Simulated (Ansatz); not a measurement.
# CH₉N₃Zr: small, medium and large basis sets

One table from this session's results is given with a row withheld; the runs are named, their logs left out.

Program: Ansatz 0.2.0, Gaussian basis. Level of theory: one geometry, several basis sets. These are calculated values, not measurements.

The runs, in order: PBE0-D4/def2-SVP; ωB97M-V/def2-SVP; PBE0-D4/def2-QZVPP; ωB97M-V/def2-QZVPP; the functionals' def2-TZVPP values are taken from earlier runs.

### The geometry

The geometry comes from an earlier relaxation with PBE0-D4 in a triple-zeta def2 set; it is a stationary point, not always the lowest conformer. Zr takes the def2 core potential; no spin-orbit term is included.

SMILES `[CH3][Zr]([NH2])([NH2])[NH2]`, 14 atoms, charge 0, spin multiplicity 1.

Atoms are counted from 1 here; the program's logs count them from 0.

Bond lengths: C1–Zr2 2.248 Å, C1–H6 1.097 Å, C1–H7 1.097 Å, C1–H8 1.097 Å, Zr2–N3 2.039 Å, Zr2–N4 2.039 Å, Zr2–N5 2.039 Å, N3–H9 1.012 Å, N3–H10 1.010 Å, N4–H11 1.012 Å, N4–H12 1.010 Å, N5–H13 1.012 Å, N5–H14 1.010 Å. Angles: Zr2–C1–H6 111.7°, Zr2–C1–H7 111.7°, Zr2–C1–H8 111.7°, H6–C1–H7 107.2°, H6–C1–H8 107.2°, H7–C1–H8 107.2°, C1–Zr2–N3 108.0°, C1–Zr2–N4 108.0°, C1–Zr2–N5 108.0°, N3–Zr2–N4 110.9°, N3–Zr2–N5 110.9°, N4–Zr2–N5 110.9°, Zr2–N3–H9 123.4°, Zr2–N3–H10 128.1°, H9–N3–H10 108.4°, Zr2–N4–H11 123.4°, Zr2–N4–H12 128.0°, H11–N4–H12 108.4° and more.

The first run:

Contents of in.yaml:

```yaml
crystal:
  periodic: [false, false, false]
  atoms:
    - {symbol: C, position_ang: [-0.756627, -0.054197, 1.837391]}
    - {symbol: Zr, position_ang: [0.099189, 0.007068, -0.240954]}
    - {symbol: N, position_ang: [-0.716952, 1.603233, -1.212971]}
    - {symbol: N, position_ang: [-0.386762, -1.738935, -1.175820]}
    - {symbol: N, position_ang: [2.122479, 0.208662, -0.085102]}
    - {symbol: H, position_ang: [-0.230730, -0.778576, 2.471431]}
    - {symbol: H, position_ang: [-1.816076, -0.338518, 1.831449]}
    - {symbol: H, position_ang: [-0.686209, 0.921458, 2.333824]}
    - {symbol: H, position_ang: [-0.724751, 2.542313, -0.834748]}
    - {symbol: H, position_ang: [-1.219144, 1.608221, -2.089591]}
    - {symbol: H, position_ang: [-1.330122, -2.103545, -1.221686]}
    - {symbol: H, position_ang: [0.234828, -2.406863, -1.609622]}
    - {symbol: H, position_ang: [2.700667, -0.393069, 0.488128]}
    - {symbol: H, position_ang: [2.710220, 0.922736, -0.491730]}
basis:
  gaussian: {orbitals: def2-SVP}
hamiltonian: {xc: pbe0, dispersion: d4}
output: {orbitals: {seedname: orbitals}}
```

The run is started by

```
> ansatz run in.yaml --threads 4 --pin off --events-out ev --progress --plain --max-ram 11315MiB
```

Steps of the session up to this table: PBE0-D4 in def2-SVP; ωB97M-V in def2-SVP; PBE0-D4 in def2-QZVPP; ωB97M-V in def2-QZVPP.

One of the session's tables, all rows but one given; the rest of the session is left out.

It belongs to the step «Density functionals: the series». 

| functional | basis | HOMO (eV) | LUMO (eV) |
| --- | --- | --- | --- |
| PBE0-D4 | def2-SVP | -6.53 | 0.15 |
| PBE0-D4 | def2-TZVPP | -6.71 | -0.07 |
| PBE0-D4 | def2-QZVPP | -6.75 | -0.24 |
| ωB97M-V | def2-SVP | -8.88 | 1.15 |
| ωB97M-V | def2-TZVPP | -9.07 | 0.89 |
| ωB97M-V | def2-QZVPP | ? | ? |

Estimate the missing values for ωB97M-V, def2-QZVPP.

As computed: HOMO (eV): -9.11; LUMO (eV): 0.57. In the column «HOMO (eV)» it is the lowest.
